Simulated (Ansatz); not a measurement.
**C2H9AlOSi: up Jacob's ladder to CCSD(T)**

One table from this session's results is given with a row withheld; the runs are named, their logs left out.

Method: functionals in def2-TZVPP, the program's frozen cores in correlated methods; program: Ansatz 0.2.0, Gaussian basis.

Plan: LDA (SPW92), PBE-D4, revPBE-D4, BLYP-D4, r2SCAN-D4, B97M-V, PBE0-D4, B3LYP-D4, r2SCANh-D4, r2SCAN0-D4, HSE06-D4, BHLYP-D4, CAM-B3LYP-D4, LC-ωPBE, ωB97X-V, ωB97M-V, B2PLYP, PBE-QIDH; CCSD(T)/def2-SVP; CCSD(T)/def2-TZVPP; MP2/def2-QZVPP; extrapolation to the limit; RPA on PBE.

## The relaxed structure

All runs share one geometry, relaxed beforehand with PBE0-D4 in a triple-zeta def2 set.

SMILES `C[C](O)([AlH2])[SiH3]`, 14 atoms, charge 0, spin multiplicity 1.

Atoms are counted from 1 here; the program's logs count them from 0.

Bond lengths: C1–C2 1.527 Å, C1–H6 1.095 Å, C1–H7 1.094 Å, C1–H8 1.099 Å, C2–O3 1.442 Å, C2–Al4 1.981 Å, C2–Si5 1.893 Å, O3–H9 0.965 Å, Al4–H10 1.590 Å, Al4–H11 1.583 Å, Si5–H12 1.494 Å, Si5–H13 1.492 Å, Si5–H14 1.489 Å. Angles: C2–C1–H6 111.3°, C2–C1–H7 111.5°, C2–C1–H8 111.6°, H6–C1–H7 108.1°, H6–C1–H8 106.9°, H7–C1–H8 107.2°, C1–C2–O3 111.3°, C1–C2–Al4 112.8°, C1–C2–Si5 111.2°, O3–C2–Al4 106.4°, O3–C2–Si5 107.6°, Al4–C2–Si5 107.1°, C2–O3–H9 108.7°, C2–Al4–H10 116.8°, C2–Al4–H11 121.6°, H10–Al4–H11 121.6°, C2–Si5–H12 108.2°, C2–Si5–H13 110.3° and more.

The first run:

Input file in.yaml:

```yaml
crystal:
  periodic: [false, false, false]
  atoms:
    - {symbol: C, position_ang: [-1.459855, 0.416827, 0.289073]}
    - {symbol: C, position_ang: [0.051604, 0.345200, 0.081340]}
    - {symbol: O, position_ang: [0.735102, 1.350073, 0.857562]}
    - {symbol: Al, position_ang: [0.582488, 0.637685, -1.805091]}
    - {symbol: Si, position_ang: [0.735773, -1.342123, 0.597786]}
    - {symbol: H, position_ang: [-1.844792, 1.417049, 0.065626]}
    - {symbol: H, position_ang: [-1.986448, -0.299955, -0.347782]}
    - {symbol: H, position_ang: [-1.737353, 0.192087, 1.328377]}
    - {symbol: H, position_ang: [0.549676, 1.197477, 1.791723]}
    - {symbol: H, position_ang: [-0.038589, -0.350063, -2.885572]}
    - {symbol: H, position_ang: [1.592560, 1.785751, -2.213492]}
    - {symbol: H, position_ang: [0.698854, -1.425169, 2.088642]}
    - {symbol: H, position_ang: [2.153538, -1.481850, 0.156114]}
    - {symbol: H, position_ang: [-0.045657, -2.472288, 0.024696]}
basis:
  gaussian: {orbitals: def2-TZVPP}
hamiltonian: {xc: lda}
output: {orbitals: {seedname: orbitals}}
```

On the command line:

```
> ansatz run in.yaml --threads 4 --pin off --events-out ev --progress --plain --max-ram 10444MiB
```

Among the steps run: LDA; PBE-D4 (GGA); revPBE-D4 (GGA); BLYP-D4 (GGA); r2SCAN-D4 (meta-GGA); B97M-V (meta-GGA); B3LYP-D4 (hybrid); r2SCANh-D4 (hybrid); r2SCAN0-D4 (hybrid); HSE06-D4 (hybrid); BHLYP-D4 (hybrid); CAM-B3LYP-D4 (range-separated); LC-ωPBE (range-separated); ωB97X-V (range-separated); ωB97M-V (range-separated); B2PLYP (double hybrid); PBE-QIDH (double hybrid).

One of the session's tables, all rows but one given; the rest of the session is left out.

```
  functional  HOMO (eV)  LUMO (eV)  gap (eV)
 LDA (SPW92)      -5.88      -2.57      3.31
      PBE-D4      -5.77      -2.31      3.46
   revPBE-D4          ?          ?         ?
     BLYP-D4      -5.66      -2.19      3.47
   r2SCAN-D4      -5.98      -2.00      3.98
      B97M-V      -6.17      -2.28      3.90
     PBE0-D4      -7.01      -1.53      5.48
    B3LYP-D4      -6.82      -1.74      5.08
  r2SCANh-D4      -6.45      -1.74      4.71
  r2SCAN0-D4      -7.15      -1.36      5.80
    HSE06-D4      -6.61      -1.90      4.71
    BHLYP-D4      -8.18      -0.75      7.43
CAM-B3LYP-D4      -8.36      -0.61      7.75
     LC-ωPBE      -9.65       0.52     10.17
     ωB97X-V      -9.33       0.36      9.69
     ωB97M-V      -9.22       0.06      9.28
```

**Question.** Estimate the row for revPBE-D4.

**Answer.** HOMO (eV): -5.71; LUMO (eV): -2.18; gap (eV): 3.54. In the column «HOMO (eV)» it lies between PBE-D4 (-5.77) and BLYP-D4 (-5.66).
